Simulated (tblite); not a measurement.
# CH9NOSi4: the cost of one run

Computed with tblite 0.8.0 and PySCF 2.14.0; each step states its level. No surroundings beyond the atoms listed, unless a continuum is named. Atoms count from 0, parts from 1.

## Step 1: Starting point

16 atoms, charge 0, multiplicity 1; geometry: distance geometry start.

## Step 2: Geometry optimisation with GFN2-xTB

Job settings and geometry (Å):

```
{"job": {"kind": "relax", "xc": "GFN2-xTB", "basis": "xTB"}, "charge": 0, "multiplicity": 1}
Si    -0.156435     0.121410     0.358902
Si    -1.891960     1.685793     0.301173
Si    -1.097643    -1.775803    -0.499598
O      1.128498     0.671907    -0.547649
Si     2.698013     0.199732    -0.866556
C      0.206557    -0.188096     2.158716
N      0.458046    -0.401910     3.270493
H     -1.432165     2.978909     0.873112
H     -2.314549     1.924414    -1.113700
H     -3.064759     1.198317     1.060949
H     -2.303329    -2.177215     0.279642
H     -0.120580    -2.878120    -0.502192
H     -1.499725    -1.553543    -1.913496
H      3.267561     1.104636    -1.876614
H      3.466196     0.274894     0.387719
H      2.662207    -1.179780    -1.392001
```

Level: GFN2-xTB geometry optimisation, gas phase.

Run with:

```bash
> OMP_NUM_THREADS=1 python cluster_run.py task.json out
```

One launch serves the whole session: the jobs run in the order shown.

**Question.** How long does this first job take on 1 thread of Arm Neoverse V2, shared host?

About 3.3 s.
